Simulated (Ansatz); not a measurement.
# C₂H₇AlSi₂: one species, many methods

An exercise on one series of results from a longer session: the logs are not shown, and one member is left open.

Method: functionals in def2-TZVPP, the program's frozen cores in correlated methods; program: Ansatz 0.2.0, Gaussian basis.

Levels to be run: LDA (SPW92), PBE-D4, revPBE-D4, BLYP-D4, r2SCAN-D4, B97M-V, PBE0-D4, B3LYP-D4, r2SCANh-D4, r2SCAN0-D4, HSE06-D4, BHLYP-D4, CAM-B3LYP-D4, LC-ωPBE, ωB97X-V, ωB97M-V, B2PLYP, PBE-QIDH; CCSD(T)/def2-SVP; CCSD(T)/def2-TZVPP; MP2/def2-QZVPP; extrapolation to the limit; RPA on PBE.

### Structure used throughout

An earlier PBE0-D4 in a triple-zeta def2 set relaxation fixed the geometry.

SMILES `C#C[SiH2][AlH][SiH3]`, 12 atoms, charge 0, spin multiplicity 1.

Atoms are counted from 1 here; the program's logs count them from 0.

Bond lengths: C1–C2 1.235 Å, C1–H6 1.070 Å, C2–Si3 1.841 Å, Si3–Al4 2.466 Å, Si3–H7 1.483 Å, Si3–H8 1.483 Å, Al4–Si5 2.442 Å, Al4–H9 1.585 Å, Si5–H10 1.493 Å, Si5–H11 1.492 Å, Si5–H12 1.492 Å. Angles: C2–C1–H6 161.3°, C1–C2–Si3 148.8°, C2–Si3–Al4 61.3°, C2–Si3–H7 109.0°, C2–Si3–H8 108.6°, Al4–Si3–H7 124.0°, Al4–Si3–H8 124.2°, H7–Si3–H8 111.4°, Si3–Al4–Si5 113.4°, Si3–Al4–H9 114.6°, Si5–Al4–H9 129.3°, Al4–Si5–H10 112.9°, Al4–Si5–H11 110.2°, Al4–Si5–H12 112.3°, H10–Si5–H11 106.9°, H10–Si5–H12 106.8°, H11–Si5–H12 107.3°.

The first run:

in.yaml

```yaml
crystal:
  periodic: [false, false, false]
  atoms:
    - {symbol: C, position_ang: [0.761853, 1.506865, 0.983850]}
    - {symbol: C, position_ang: [1.018902, 0.385299, 1.432497]}
    - {symbol: Si, position_ang: [0.587120, -1.400897, 1.549542]}
    - {symbol: Al, position_ang: [-0.926348, 0.105065, 0.316449]}
    - {symbol: Si, position_ang: [-0.591708, 0.051443, -2.102232]}
    - {symbol: H, position_ang: [0.835306, 2.551144, 0.762367]}
    - {symbol: H, position_ang: [0.414682, -1.764290, 2.976821]}
    - {symbol: H, position_ang: [1.671615, -2.190846, 0.918257]}
    - {symbol: H, position_ang: [-2.184050, 0.598855, 1.145531]}
    - {symbol: H, position_ang: [-0.776819, 1.386580, -2.743918]}
    - {symbol: H, position_ang: [0.795405, -0.396154, -2.421654]}
    - {symbol: H, position_ang: [-1.528859, -0.888266, -2.783410]}
basis:
  gaussian: {orbitals: def2-TZVPP}
hamiltonian: {xc: lda}
output: {orbitals: {seedname: orbitals}}
```

Steps of the session up to this table: LDA; PBE-D4 (GGA); revPBE-D4 (GGA); BLYP-D4 (GGA); r2SCAN-D4 (meta-GGA); B97M-V (meta-GGA); PBE0-D4 (hybrid); B3LYP-D4 (hybrid); r2SCANh-D4 (hybrid); r2SCAN0-D4 (hybrid); HSE06-D4 (hybrid); BHLYP-D4 (hybrid); CAM-B3LYP-D4 (range-separated); LC-ωPBE (range-separated); ωB97X-V (range-separated); ωB97M-V (range-separated); B2PLYP (double hybrid); PBE-QIDH (double hybrid).

One table of the session follows, with a row left open; its other results are not shown here.

It belongs to the step «Orbital energies across the functionals». 

| functional | HOMO (eV) | LUMO (eV) | gap (eV) |
| --- | --- | --- | --- |
| LDA (SPW92) | -6.24 | -2.47 | 3.77 |
| PBE-D4 | ? | ? | ? |
| revPBE-D4 | -6.08 | -2.25 | 3.83 |
| BLYP-D4 | -5.96 | -2.15 | 3.81 |
| r2SCAN-D4 | -6.32 | -2.18 | 4.14 |
| B97M-V | -6.37 | -2.22 | 4.15 |
| PBE0-D4 | -7.05 | -1.49 | 5.56 |
| B3LYP-D4 | -6.86 | -1.66 | 5.21 |
| r2SCANh-D4 | -6.66 | -1.88 | 4.78 |
| r2SCAN0-D4 | -7.18 | -1.42 | 5.76 |
| HSE06-D4 | -6.67 | -1.86 | 4.81 |
| BHLYP-D4 | -7.85 | -0.51 | 7.34 |
| CAM-B3LYP-D4 | -8.19 | -0.41 | 7.78 |
| LC-ωPBE | -9.41 | 0.59 | 10.00 |
| ωB97X-V | -9.12 | 0.54 | 9.66 |
| ωB97M-V | -8.93 | 0.41 | 9.34 |

**Question.** Estimate the row for PBE-D4.

The run gave: HOMO (eV): -6.13; LUMO (eV): -2.31; gap (eV): 3.82. In the column «HOMO (eV)» it lies between LDA (SPW92) (-6.24) and revPBE-D4 (-6.08).
